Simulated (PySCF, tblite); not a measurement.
# C6H13BS: geometry, infrared bands and NMR shifts

Wanted: the infrared bands and NMR shifts of C6H13BS (`CSBC1CCCC1`), by calculation.

The runs use tblite 0.8.0 and PySCF 2.14.0, with density-fitted response routines of our own; the level of theory stands in each step. All values are computed, except where a source is named. Atoms are numbered from 0 throughout.

## Step 1: The molecule as given

21 atoms, charge 0, multiplicity 1; geometry from: force field or distance geometry start.

Bonds of the start (Å): C0–S1 1.84, S1–B2 1.88, B2–C3 1.60, C3–C4 1.52, C4–C5 1.52, C5–C6 1.53, C6–C7 1.53, C7–C3 1.53, C0–H8 1.11, C0–H9 1.12, C0–H10 1.10, B2–H11 1.18, C3–H12 1.12, C4–H13 1.12, C4–H14 1.12, C5–H15 1.12, C5–H16 1.10, C6–H17 1.11, C6–H18 1.11, C7–H19 1.11, C7–H20 1.11.

## Step 2: Optimising the geometry with GFN2-xTB

What the job is given:

```
{"job": {"kind": "relax", "xc": "GFN2-xTB", "basis": "xTB"}, "charge": 0, "multiplicity": 1}
C      3.474400     0.471800    -0.329300
S      2.439100     1.504500    -1.441100
B      1.004100     0.288000    -1.427000
C     -0.139500     0.399700    -0.313700
C     -1.534000     0.576000    -0.879200
C     -2.490400     0.038600     0.172000
C     -1.662600    -0.873500     1.079100
C     -0.231600    -0.862600     0.547600
H      3.661900    -0.519700    -0.790000
H      2.955900     0.341100     0.655700
H      4.434300     0.981400    -0.163200
H      0.943300    -0.565500    -2.244000
H      0.086000     1.256300     0.369800
H     -1.654000    -0.019000    -1.822200
H     -1.741300     1.656700    -1.106100
H     -2.907700     0.882800     0.779900
H     -3.322700    -0.514500    -0.294800
H     -1.676500    -0.491100     2.124200
H     -2.075500    -1.906400     1.089900
H      0.512000    -0.854800     1.375300
H     -0.084100    -1.772900    -0.072500
```

On the command line:

```console
$ OMP_NUM_THREADS=1 python probes_run.py task.json out
```

The driver reads the jobs from task.json and runs them one after another.

**Question.** This job is followed by: GFN2-xTB harmonic vibrations, gas phase; GIAO PBE0/pcSseg-1 NMR shielding, non-relativistic, gas phase. What will the session give for the following? strongest single infrared mode (GFN2-xTB); zero-point energy (GFN2-xTB); ¹³C shifts against TMS (PBE0/pcSseg-1, means over atoms taken as alike); ¹H shifts against TMS (PBE0/pcSseg-1, means over atoms taken as alike); ³³S shifts against CS2 (PBE0/pcSseg-1); ¹¹B shifts against BF3·OEt2 (PBE0/pcSseg-1); surface potential, 1st and 99th percentile.

The runs gave:

| quantity | value |
| --- | --- |
| strongest single infrared mode (GFN2-xTB) | 2998 cm⁻¹, 131 km/mol |
| zero-point energy (GFN2-xTB) | 113.2 kcal/mol |
| ¹³C shifts against TMS (PBE0/pcSseg-1, means over atoms taken as alike) | 38.8, 34.3, 27.7, 17.2 ppm |
| ¹H shifts against TMS (PBE0/pcSseg-1, means over atoms taken as alike) | 6.90, 2.29, 1.88, 1.74, 1.69, 1.60, 1.36 ppm |
| ³³S shifts against CS2 (PBE0/pcSseg-1) | 87 ppm |
| ¹¹B shifts against BF3·OEt2 (PBE0/pcSseg-1) | 70.2 ppm |
| surface potential, 1st and 99th percentile | -0.80 V and 0.94 V |

Relaxing lowered the energy by 0.914 eV in 170 steps; the close pair that moved most is S1–B2, from 1.881 to 1.757 Å. All 57 modes are real, so the xTB geometry is a minimum. Unscaled tight-binding wavenumbers are off by several per cent, some by more. Its intensities can rank the bands wrongly. At PBE0/pcSseg-1: The largest span, 403 ppm, is at S1, where the paramagnetic term is -641 ppm. At PBE0/pcSseg-1, counted by nearest atom on the grid, the HOMO lies on S1 70 %; B2 12 %, the LUMO on B2 48 %; S1 18 %.
